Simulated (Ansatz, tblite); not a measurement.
# Sn(vinyl)2(NHiPr)2 (C₁₀H₂₂N₂Sn): rung by rung

The task here is to estimate one member of a computed series from the others.

Program: Ansatz 0.2.0, Gaussian basis. Level of theory: as each input shows. These are calculated values, not measurements.

Plan: GFN1-xTB, GFN2-xTB, PBE-D4/def2-TZVP, r2SCAN-D4/def2-TZVP, PBE-D4/def2-SVP, PBE0-D4/def2-SVP, MP2/def2-SVP, RPA/def2-SVP.

6 further runs of the same task are left out: 3 that didn't finish, 3 set aside as unsound or not needed.

### The geometry

The geometry is that of the singlet, from an earlier relaxation (r2SCAN-D4/def2-SVP).

35 atoms, charge 0, spin multiplicity 1.

Bond lengths: Sn1–C2 2.159 Å, Sn1–C7 2.141 Å, Sn1–N12 2.057 Å, Sn1–N24 2.062 Å, C2–C3 1.341 Å, C2–H4 1.100 Å, C3–H5 1.098 Å, C3–H6 1.099 Å, C7–C8 1.340 Å, C7–H9 1.099 Å, C8–H10 1.098 Å, C8–H11 1.098 Å, N12–C13 1.460 Å, N12–H16 1.021 Å, C13–C14 1.526 Å, C13–C15 1.533 Å, C13–H17 1.110 Å, C14–H18 1.105 Å and more. Angles: C2–Sn1–C7 109.3°, C2–Sn1–N12 116.9°, C2–Sn1–N24 114.3°, C7–Sn1–N12 105.2°, C7–Sn1–N24 111.6°, N12–Sn1–N24 98.9°, Sn1–C2–C3 121.7°, Sn1–C2–H4 119.2°, C3–C2–H4 119.0°, C2–C3–H5 122.0°, C2–C3–H6 122.2°, H5–C3–H6 115.8°, Sn1–C7–C8 119.3°, Sn1–C7–H9 121.0°, C8–C7–H9 119.7°, C7–C8–H10 121.0°, C7–C8–H11 122.1°, H10–C8–H11 116.9° and more.

Sn takes a core potential in the def2 sets. No spin-orbit coupling is included.

PBE0-D4/def2-TZVP was run before; its log isn't repeated, and its numbers join the tables.

The first run:

Tight binding, by tblite at 300 K electronic temperature and without a spin-polarisation term:

```python
tblite.interface.Calculator('GFN1-xTB', numbers, positions, charge=0, uhf=0).singlepoint()
```

Tight binding, by tblite at 300 K electronic temperature and without a spin-polarisation term:

```python
tblite.interface.Calculator('GFN2-xTB', numbers, positions, charge=0, uhf=0).singlepoint()
```

start.molden holds the orbitals of an earlier run on this state, given as this run's starting guess.

Input file in.yaml:

```yaml
crystal:
  periodic: [false, false, false]
  atoms:
    - {symbol: Sn, position_ang: [0.202288, 0.059197, -0.242967]}
    - {symbol: C, position_ang: [0.263959, -0.288043, 1.887508]}
    - {symbol: C, position_ang: [1.337333, 0.035992, 2.622763]}
    - {symbol: H, position_ang: [-0.590239, -0.777874, 2.376795]}
    - {symbol: H, position_ang: [2.216397, 0.527340, 2.184499]}
    - {symbol: H, position_ang: [1.390451, -0.164068, 3.701765]}
    - {symbol: C, position_ang: [2.121586, 0.739785, -0.904663]}
    - {symbol: C, position_ang: [2.196145, 1.795108, -1.726724]}
    - {symbol: H, position_ang: [3.042547, 0.231911, -0.587124]}
    - {symbol: H, position_ang: [1.289865, 2.315182, -2.063985]}
    - {symbol: H, position_ang: [3.156099, 2.176907, -2.099706]}
    - {symbol: N, position_ang: [-1.132870, 1.470897, -0.918613]}
    - {symbol: C, position_ang: [-1.727120, 2.490381, -0.059659]}
    - {symbol: C, position_ang: [-0.628895, 3.269069, 0.658522]}
    - {symbol: C, position_ang: [-2.753858, 1.938622, 0.936699]}
    - {symbol: H, position_ang: [-1.834329, 1.038654, -1.521050]}
    - {symbol: H, position_ang: [-2.257807, 3.204100, -0.724212]}
    - {symbol: H, position_ang: [-0.070467, 2.610119, 1.347232]}
    - {symbol: H, position_ang: [-1.050329, 4.089240, 1.260332]}
    - {symbol: H, position_ang: [0.085553, 3.692700, -0.063378]}
    - {symbol: H, position_ang: [-2.261755, 1.260269, 1.655611]}
    - {symbol: H, position_ang: [-3.245270, 2.743093, 1.510247]}
    - {symbol: H, position_ang: [-3.539249, 1.367757, 0.414100]}
    - {symbol: N, position_ang: [-0.453140, -1.553631, -1.347650]}
    - {symbol: C, position_ang: [0.125405, -2.886354, -1.205122]}
    - {symbol: C, position_ang: [-0.402183, -3.656139, 0.010525]}
    - {symbol: C, position_ang: [1.646897, -2.795402, -1.171792]}
    - {symbol: H, position_ang: [-1.473171, -1.606043, -1.333401]}
    - {symbol: H, position_ang: [-0.149070, -3.465802, -2.112691]}
    - {symbol: H, position_ang: [-0.110165, -3.145292, 0.944753]}
    - {symbol: H, position_ang: [-0.008372, -4.686309, 0.045304]}
    - {symbol: H, position_ang: [-1.502954, -3.718791, -0.010981]}
    - {symbol: H, position_ang: [1.986376, -2.294553, -0.245377]}
    - {symbol: H, position_ang: [2.105626, -3.795983, -1.185137]}
    - {symbol: H, position_ang: [2.024745, -2.222018, -2.032413]}
basis:
  gaussian: {orbitals: def2-TZVP, initial_orbitals: start.molden}
hamiltonian: {xc: pbe, dispersion: d4}
scf: {omitted_lower_state_checks: [starts]}
output: {forces: true, orbitals: {seedname: orbitals}}
```

The run is started by

```bash
$ ansatz run in.yaml --threads 4 --pin off --events-out ev --progress --plain --max-ram 6963MiB
```

Among the steps run: PBE-D4/def2-TZVP; r2SCAN-D4/def2-TZVP; PBE-D4/def2-SVP; PBE0-D4/def2-SVP; MP2/def2-SVP; RPA/def2-SVP.

One of the session's tables, all rows but one given; the rest of the session is left out.

It belongs to the step «Binding energy». 

| level | binding an atom (eV) |
| --- | --- |
| HF/def2-SVP | 2.994 |
| PBE-D4/def2-SVP | ? |
| PBE-D4/def2-TZVP | 4.139 |
| r2SCAN-D4/def2-TZVP | 4.049 |
| PBE0-D4/def2-SVP | 4.107 |
| PBE0-D4/def2-TZVP | 4.074 |
| MP2/def2-SVP | 3.904 |

**Question.** Estimate the row for PBE-D4/def2-SVP.

**Answer.** binding an atom (eV): 4.168. In the column «binding an atom (eV)» it is the highest.

To keep in mind: Free atoms were run apart at each level; binding is atoms less cluster, divided by the number of atoms, without zero-point or spin-orbit terms.
